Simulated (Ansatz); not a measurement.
This script makes cell relaxations under several functionals of MgSc, space group Pm-3m with Ansatz's Python interface.

The script, `lattice_mgsc.py`:
```python
"""How the lattice of MgSc depends on the functional."""

import ansatz as az
import numpy as np

def edges_and_angles(cell):
    cell = np.asarray(cell)
    a, b, c = np.linalg.norm(cell, axis=1)
    cosines = cell[1] @ cell[2] / (b * c), cell[0] @ cell[2] / (a * c), cell[0] @ cell[1] / (a * b)
    return (a, b, c, *np.degrees(np.arccos(cosines)))


def main() -> None:
    vectors = np.array([
        [3.59645, 0.0, 0.0],
        [0.0, 3.59645, 0.0],
        [0.0, 0.0, 3.59645],
    ])
    xtal = (
        az.Lattice.of(vectors)
        .atom("Mg", [0.0, 0.0, 0.0])
        .atom("Sc", [0.5, 0.5, 0.5])
    )

    setup = (
        xtal.calculation()
        .accuracy("low")
        .occupations(az.OccupationsMethod.GAUSSIAN, width=200 * az.meV)
        .basis(300, xc_grid=2)
        .kpoints(4, 4, 4)
        .scf(tolerance=1e-05)
        .relax(cell=True, max_displacement=0.05)
    )

    levels = [("r2scan", "none"), ("lda", "none"), ("blyp", "d3bj")]
    print("level            a       b       c    alpha   beta  gamma  V/atom  steps")
    for name, dispersion in levels:
        seen = []
        run = setup.functional(name, dispersion=dispersion).session().plan()
        res = run.execute(on_event=lambda e: seen.append(e) if e["event"] == "relax_step" else None)
        cell = res.lattice.cell_ang
        label = name if dispersion == "none" else f"{name}+{dispersion}"
        print("{:13s} {:7.4f} {:7.4f} {:7.4f} {:6.2f} {:6.2f} {:6.2f}".format(label, *edges_and_angles(cell)), f"{abs(np.linalg.det(cell)) / len(res.lattice.sites):7.3f} {len(seen):5d}")


if __name__ == "__main__":
    main()
```

Rank the levels of theory by the volume of the relaxed cell.

From smallest to largest: BLYP+D3BJ (21.04 Å³ an atom, -9.6 % against the start), LDA (21.76 Å³ an atom, -6.5 % against the start) and r2SCAN (23.36 Å³ an atom, +0.5 % against the start). The spread is 11.1 % in volume.

What the script printed:

```console
$ python lattice_mgsc.py
level            a       b       c    alpha   beta  gamma  V/atom  steps
DeckWarning: basis.ecutwfc = 300 eV is below the records' recommended 500 eV, and the density's cutoff is lower with it unless basis.ecutrho_ratio is high enough to keep the records' density cutoff: compare with a run at a higher cutoff
DeckWarning: scf.convergence.dr2_threshold = 1e-5 eV is looser than this run's default, which is 1e-7 eV or tighter. The error in the forces grows as the threshold's square root, so leave the key out unless less accurate forces are enough
DeckWarning: relax.cell: scf.convergence.dr2_threshold = 1e-5 eV is looser than the 2e-10 eV advised for a relaxation that steers and ends on the stress (1e-10 eV for each atom of the cell: 2). What [...]
r2scan         3.6019  3.6019  3.6019  90.00  90.00  90.00  23.364     6
DeckWarning: basis.ecutwfc = 300 eV is below the records' recommended 420 eV, and the density's cutoff is lower with it unless basis.ecutrho_ratio is high enough to keep the records' density cutoff: compare with a run at a higher cutoff
lda            3.5173  3.5173  3.5173  90.00  90.00  90.00  21.757     8
blyp+d3bj      3.4780  3.4780  3.4780  90.00  90.00  90.00  21.036     8
```
(Warnings from the package without file and line, shortened.)

The settings weren't tested for convergence. The cutoff lies under the one recommended for these potentials. Spin is left out of this run. Forces vanish by symmetry, so the ions can't move, and the end may be a saddle. BLYP and dispersion corrections can be off by several per cent in the lattices of metals, and by several GPa in the pressure at a fixed cell. The mesh is modest for a metal, so energies can be off by several to tens of meV an atom and pressures by half a GPa or more; differences at equal mesh fare better. This cell is a computed structure, which may not be the phase found in nature. Timing: 8.9 s on 1 thread of Intel(R) Xeon(R) Processor @ 2.30GHz, on a shared host, peak memory 0.5 GiB.
